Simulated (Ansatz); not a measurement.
Working through a single point from an input written key by key of C2H7BClP, SMILES C=C[B@@H-]([PH3+])Cl

Program: the Python package of Ansatz (0.2.0).

At the Python prompt:
```pycon
>>> import ansatz as az
>>> import numpy as np
>>> deck = {
...     "crystal": {
...         "periodic": [False, False, False],
...         "atoms": [
...             {"symbol": "C", "position_ang": [-1.5742, -1.073, 0.1711]},
...             {"symbol": "C", "position_ang": [-1.2015, 0.1434, -0.2362]},
...             {"symbol": "B", "position_ang": [0.0862, 0.857, 0.3453]},
...             {"symbol": "P", "position_ang": [1.6511, -0.0591, -0.2122]},
...             {"symbol": "Cl", "position_ang": [0.1637, 2.6086, -0.2602]},
...             {"symbol": "H", "position_ang": [-0.9986, -1.6209, 0.9118]},
...             {"symbol": "H", "position_ang": [-2.4685, -1.5307, -0.239]},
...             {"symbol": "H", "position_ang": [-1.811, 0.665, -0.9677]},
...             {"symbol": "H", "position_ang": [0.0367, 0.8664, 1.5362]},
...             {"symbol": "H", "position_ang": [1.6922, -1.3302, 0.3911]},
...             {"symbol": "H", "position_ang": [1.6364, -0.2038, -1.6124]},
...             {"symbol": "H", "position_ang": [2.7875, 0.6773, 0.1721]},
...         ],
...     },
...     "basis": {"gaussian": {"orbitals": "cc-pVDZ"}},
...     "hamiltonian": {"xc": "hf"},
...     "output": {"forces": True},
... }
>>> session = az.Session.from_dict(deck)
>>> summary = session.plan(threads=1).execute().report
>>> print("reference energy %16.6f eV" % summary["reference_energy_ev"])
reference energy    -24618.945556 eV
>>> print("total energy     %16.6f eV" % summary["free_energy_ev"])
total energy        -24618.945556 eV
>>> print("occupied orbitals outside the frozen core (up, down):", summary["n_occupied"], " frozen:", summary["n_frozen"], " virtual:", summary["n_virtual"])
occupied orbitals outside the frozen core (up, down): [28, 28]  frozen: 0  virtual: [85, 85]
>>> symbols = ["C", "C", "B", "P", "Cl", "H", "H", "H", "H", "H", "H", "H"]
>>> state = summary["mean_field"]["state"]
>>> print(f"mean field: {state['energy']['hartree']:.7f} Ha, <S^2> = {abs(state['spin_squared']):.4f}, stability: {state.get('stability', {}).get('kind')}")
mean field: -904.7295618 Ha, <S^2> = 0.0000, stability: minimum
>>> print("forces (eV/A)")
forces (eV/A)
>>> for symbol, f in zip(symbols, summary["forces_ev_ang"]):
...     print(f"  {symbol:2s} {f[0]:9.4f} {f[1]:9.4f} {f[2]:9.4f}")
...
  C    -0.2340    0.6109   -0.6735
  C    -0.2027   -1.1859    0.1639
  B    -1.7332    0.8794    0.7093
  P     0.1208    0.1945   -0.0333
  Cl    0.4831    0.8367   -0.3960
  H    -0.1729   -0.1034    0.0312
  H     0.0402   -0.2663    0.2192
  H    -0.0420   -0.0757   -0.0708
  H     0.5135   -0.1570    0.4982
  H     0.4592    0.0652   -0.3739
  H     0.5267   -0.2582    0.2143
  H     0.2412   -0.5403   -0.2887
>>> charges = summary["charge_distribution"]
>>> print("dipole moment", round(4.803205 * float(np.linalg.norm(charges["dipole_moment_e_ang"])), 3), "D")
dipole moment 6.265 D
>>> print("Mulliken:", [(s, round(q, 3)) for s, q in zip(symbols, charges["mulliken_charges_e"])])
Mulliken: [('C', -0.079), ('C', -0.164), ('B', 0.082), ('P', 0.353), ('Cl', -0.347), ('H', 0.017), ('H', 0.035), ('H', 0.024), ('H', -0.077), ('H', 0.046), ('H', 0.057), ('H', 0.054)]
```

Caveats:
- Total energies depend on the basis set; only differences at equal settings carry meaning.
- The geometry is a force-field or estimated start, not a minimum of this method, and the basis set is short of its limit.
- Run time: 2.7 s on 1 thread of Arm Neoverse V2 (shared host), peak memory 0.27 GiB.
